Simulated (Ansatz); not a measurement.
# F₂H₃NSeSn: a ladder of functionals and wavefunction methods

The task here is to estimate one member of a computed series from the others.

Program: Ansatz 0.2.0, Gaussian basis. Level of theory: functionals in def2-TZVPP, the program's frozen cores in correlated methods. These are calculated values, not measurements.

Levels to be run: LDA (SPW92), PBE-D4, revPBE-D4, BLYP-D4, r2SCAN-D4, B97M-V, PBE0-D4, B3LYP-D4, r2SCANh-D4, r2SCAN0-D4, HSE06-D4, BHLYP-D4, CAM-B3LYP-D4, LC-ωPBE, ωB97X-V, ωB97M-V, B2PLYP, PBE-QIDH; CCSD(T)/def2-SVP; CCSD(T)/def2-TZVPP; MP2/def2-QZVPP; extrapolation to the limit; RPA on PBE.

1 further run of the same task is left out (for a known fault of the program).

### The geometry

The geometry comes from an earlier relaxation with PBE0-D4 in a triple-zeta def2 set; it is a stationary point, not always the lowest conformer. Sn takes the def2 core potential; no spin-orbit term is included.

8 atoms, charge 0, spin multiplicity 1.

Atoms are counted from 1 here; the program's logs count them from 0.

Bond lengths: N1–Sn2 1.992 Å, N1–H6 1.013 Å, N1–H7 1.012 Å, Sn2–F3 1.915 Å, Sn2–F4 1.905 Å, Sn2–Se5 2.482 Å, Se5–H8 1.470 Å. Angles: Sn2–N1–H6 112.3°, Sn2–N1–H7 113.8°, H6–N1–H7 108.8°, N1–Sn2–F3 114.5°, N1–Sn2–F4 103.9°, N1–Sn2–Se5 115.2°, F3–Sn2–F4 102.3°, F3–Sn2–Se5 106.7°, F4–Sn2–Se5 113.8°, Sn2–Se5–H8 89.0°.

Coordinates:

```mol
F2H3NSeSn
  3D, bonds by distance, orders not assigned

  8  7  0  0  0  0  0  0  0  0999 V2000
   -0.3416    1.6722   -0.1441 N   0  0
    0.2333   -0.2344   -0.1922 Sn  0  0
    1.5233   -0.7088    1.1405 F   0  0
    1.2459   -0.3650   -1.8010 F   0  0
   -1.6044   -1.8953   -0.0296 Se  0  0
    0.3854    2.3016   -0.4624 H   0  0
   -0.6646    1.9787    0.7647 H   0  0
   -0.6851   -2.8064    0.6683 H   0  0
  1  2  8  0
  2  3  8  0
  2  4  8  0
  2  5  8  0
  1  6  8  0
  1  7  8  0
  5  8  8  0
M  END
```

The first run:

in.yaml

```yaml
crystal:
  periodic: [false, false, false]
  atoms:
    - {symbol: N, position_ang: [-0.341589, 1.672159, -0.144126]}
    - {symbol: Sn, position_ang: [0.233344, -0.234361, -0.192247]}
    - {symbol: F, position_ang: [1.523341, -0.708766, 1.140520]}
    - {symbol: F, position_ang: [1.245858, -0.364961, -1.801039]}
    - {symbol: Se, position_ang: [-1.604445, -1.895299, -0.029607]}
    - {symbol: H, position_ang: [0.385393, 2.301591, -0.462390]}
    - {symbol: H, position_ang: [-0.664580, 1.978696, 0.764713]}
    - {symbol: H, position_ang: [-0.685122, -2.806359, 0.668276]}
basis:
  gaussian: {orbitals: def2-TZVPP}
hamiltonian: {xc: lda}
output: {orbitals: {seedname: orbitals}}
```

Run with:

```console
> ansatz run in.yaml --threads 4 --pin off --events-out ev --progress --plain --max-ram 10444MiB
```

Among the steps run: LDA; PBE-D4 (GGA); revPBE-D4 (GGA); BLYP-D4 (GGA); r2SCAN-D4 (meta-GGA); B97M-V (meta-GGA); PBE0-D4 (hybrid); B3LYP-D4 (hybrid); r2SCANh-D4 (hybrid); r2SCAN0-D4 (hybrid); HSE06-D4 (hybrid); BHLYP-D4 (hybrid); CAM-B3LYP-D4 (range-separated); LC-ωPBE (range-separated); ωB97X-V (range-separated); ωB97M-V (range-separated); B2PLYP (double hybrid); PBE-QIDH (double hybrid).

One of the session's tables, all rows but one given; the rest of the session is left out.

It belongs to the step «Frontier levels by functional». 

| functional | HOMO (eV) | LUMO (eV) | gap (eV) |
| --- | --- | --- | --- |
| LDA (SPW92) | ? | ? | ? |
| PBE-D4 | -6.71 | -2.97 | 3.74 |
| revPBE-D4 | -6.65 | -2.85 | 3.80 |
| BLYP-D4 | -6.55 | -2.93 | 3.62 |
| r2SCAN-D4 | -7.02 | -2.76 | 4.26 |
| B97M-V | -7.07 | -2.69 | 4.38 |
| PBE0-D4 | -7.94 | -2.06 | 5.87 |
| B3LYP-D4 | -7.69 | -2.39 | 5.30 |
| r2SCANh-D4 | -7.47 | -2.43 | 5.04 |
| r2SCAN0-D4 | -8.14 | -1.94 | 6.20 |
| HSE06-D4 | -7.54 | -2.43 | 5.10 |
| BHLYP-D4 | -8.99 | -1.14 | 7.85 |
| CAM-B3LYP-D4 | -9.25 | -1.10 | 8.14 |
| LC-ωPBE | -10.62 | 0.19 | 10.81 |
| ωB97X-V | -10.26 | 0.06 | 10.32 |
| ωB97M-V | -10.12 | -0.10 | 10.03 |

**Question.** Estimate the row for LDA (SPW92).

The run gave: HOMO (eV): -6.89; LUMO (eV): -3.30; gap (eV): 3.58. In the column «HOMO (eV)» it lies between r2SCAN-D4 (-7.02) and PBE-D4 (-6.71).
